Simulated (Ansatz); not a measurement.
# SnTe2: a single-point run

Aim: a sound single-point run of SnTe2. The structure is shown as the input types it. The cell is built on a prototype (fluorite) and needn't be the phase found in nature.

Computed with Ansatz 0.2.0 (density functional or hybrid calculation with the settings of its input, plane waves (as first typed), unless a step's input says otherwise).

2 further runs of the same task are left out: 2 that didn't finish.

### Step 1. The system as given

It takes space group Fm-3m (No. 225, cubic). The conventional cell has a = 7.402 Å, b = 7.402 Å, c = 7.402 Å, α = 90.00°, β = 90.00°, γ = 90.00°. Around Sn (site symmetry m-3m) lie 8 Te at 3.21 Å. Te (site symmetry -43m) has 4 Sn at 3.21 Å as nearest neighbours.

As a file:

```
CELL_PARAMETERS angstrom
0.00000 3.70104 3.70104
3.70104 0.00000 3.70104
3.70104 3.70104 0.00000
ATOMIC_POSITIONS crystal
Sn 0.00000 0.00000 0.00000
Te 0.25000 0.25000 0.25000
Te 0.75000 0.75000 0.75000
```

### Step 2. Running it

Input file input.yaml:

```yaml
crystal:
  lattice:
    - [0.0, 3.7010376726, 3.7010376726]
    - [3.7010376726, 0.0, 3.7010376726]
    - [3.7010376726, 3.7010376726, 0.0]
  atoms:
    - { symbol: Sn, position: [0.0, 0.0, 0.0] }
    - { symbol: Te, position: [0.25, 0.25, 0.25] }
    - { symbol: Te, position: [0.75, 0.75, 0.75] }
kpoints:
  mp_grid: { grid: [4, 4, 4] }
hamiltonian:
  xc: r2scan
scf:
  occupations: { method: fermi_dirac, width: 0.02 }
  n_extra_bands: 5000
output:
  forces: true
  stress: true
  eigenvalues: true
```

Run with:

```console
ansatz run input.yaml --threads 4 --pin off --max-ram 3686MiB --backend cpu --events-out ev --progress --plain --runs-dir out
```

**Question.** How will this run end, and is anything wrong with its input?

Nothing was computed: the input was turned down at the start. It says: «inconsistent input (scf.n_extra_bands, basis.ecutwfc, kpoints): n_bands = 5023 exceeds the smallest per-k basis n_pw = 2536 (k-point 2, counted from 0 among those solved) — raise basis.ecutwfc or lower scf.n_extra_bands»

In the input, scf.n_extra_bands is 5000. The band count leaves no room above the highest filled state.

What to do: set scf.n_extra_bands to 4.
